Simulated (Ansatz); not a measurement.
# CuHO: the cost of one run

Method: def2-QZVPP, core rule «outside noble gas», up to 10 orbitals frozen; program: Ansatz 0.2.0, Gaussian basis.

Plan: UHF; ROHF; CCSD(T) on UHF.

2 further runs of the same task are left out: 2 set aside as unsound or not needed. Runs told in other sessions of the task aren't counted.

## 1. What is computed

The geometry is a PBE0/def2-TZVP stationary point (not a proven minimum) of the parent state, kept for this charge and spin.

3 atoms, charge 0, spin multiplicity 5.

Atoms are counted from 1 here; the program's logs count them from 0.

Bond lengths: Cu1–O2 1.785 Å, O2–H3 0.962 Å. Angles: Cu1–O2–H3 117.6°.

## 2. UHF

in.yaml

```yaml
crystal:
  periodic: [false, false, false]
  atoms:
    - {symbol: Cu, position_ang: [0.000000, 0.015109, 0.382355]}
    - {symbol: O, position_ang: [0.000000, -0.105079, -1.398874]}
    - {symbol: H, position_ang: [0.000000, 0.715425, -1.900920]}
basis:
  gaussian: {orbitals: "def2-QZVPP.json"}
magnetization: {spin_polarized: true, initial_magnetization: 4}
hamiltonian: {xc: hf}
output: {orbitals: {seedname: orbitals}}
```

Run with:

```console
$ ansatz run in.yaml --threads 1 --pin off --events-out ev --progress --plain --max-ram 4096MiB --backend cpu
```

Q: Estimate wall time and peak memory on 1 thread of AMD EPYC 7R13, shared host.

About 72 s, with a peak of 0.55 GiB.
